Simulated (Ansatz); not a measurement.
# Si: the cost of one run

Computed with Ansatz 0.2.0, driven from Python. Level of theory: DFT PBE, plane waves, PAW.

The COD entry's cell or inner coordinates are ideal or old and differ from later refinements, so a difference from it is no clean test against experiment.

### Step 1. The structure

It takes space group Fd-3m (No. 227, cubic). The conventional cell has a = 5.427 Å, b = 5.427 Å, c = 5.427 Å, α = 90.00°, β = 90.00°, γ = 90.00°. Around Si (site symmetry -43m) lie 4 Si at 2.35 Å.

The script holds or builds the structure itself.

### Step 2. The script

The input, run_compress.py:

```python
"""Cell of Si under pressure."""

import ansatz
from ase import Atoms
import numpy as np
import pandas as pd

def edges_and_angles(cell):
    cell = np.asarray(cell)
    a, b, c = np.linalg.norm(cell, axis=1)
    cosines = cell[1] @ cell[2] / (b * c), cell[0] @ cell[2] / (a * c), cell[0] @ cell[1] / (a * b)
    return (a, b, c, *np.degrees(np.arccos(cosines)))


def main() -> None:
    atoms = Atoms(
        ["Si", "Si"],
        scaled_positions=[
            [0.75, 0.75, 0.75],
            [0.5, 0.5, 0.5],
        ],
        cell=[
            [0.0, 2.71356, 2.71356],
            [2.71356, 0.0, 2.71356],
            [2.71356, 2.71356, 0.0],
        ],
        pbc=True,
    )
    structure = ansatz.Crystal.from_ase(atoms)

    setup = structure.calculation().occupations("fixed").functional(ansatz.Functional.PBE).kpoints(mesh=(6, 6, 6))

    # H = F + PV, with 1 GPa A^3 = 1/160.21766 eV
    rows = []
    for pressure in [0, 5, 10, 20]:
        done = setup.relax(cell=True, pressure=pressure, force_tolerance=0.05).run()
        cell = done.lattice.cell_ang
        n_atoms = len(done.lattice.sites)
        volume = abs(np.linalg.det(cell)) / n_atoms
        enthalpy = done.report["free_energy_ev"] / n_atoms + pressure * volume / 160.21766
        rows.append((pressure, volume, enthalpy, *edges_and_angles(cell)))
        print(f"{pressure} GPa done: {volume:.4f} A^3/atom")

    table = pd.DataFrame(rows, columns=["P_GPa", "V_A3_atom", "H_eV_atom", "a", "b", "c", "alpha", "beta", "gamma"])
    print(table.round(4).to_string(index=False))
    p, v = np.array([row[0] for row in rows], float), np.array([row[1] for row in rows])
    print("mean bulk modulus between rows (GPa):", np.round(-np.diff(p) / np.diff(np.log(v)), 1))


if __name__ == "__main__":
    main()
```

### Step 3. The input behind the calls

The engine receives this input (first run):

```yaml
crystal:
  lattice:
    - [0.0, 2.71356, 2.71356]
    - [2.71356, 0.0, 2.71356]
    - [2.71356, 2.71356, 0.0]
  atoms:
    - { symbol: Si, position: [0.7499999999999999, 0.7499999999999999, 0.7499999999999999] }
    - { symbol: Si, position: [0.5, 0.5, 0.5] }
kpoints:
  mp_grid:
    grid: [6, 6, 6]
hamiltonian:
  xc: pbe
scf:
  occupations:
    method: fixed
relax:
  f_tol: 0.05
  cell:
    p_target: 0.0
```

### Step 4. The run

Started as:

```
> python run_compress.py
```

What time and memory should one allow on 1 thread of Arm Neoverse V1, shared host?

About 7.9 s, with a peak of 0.38 GiB.
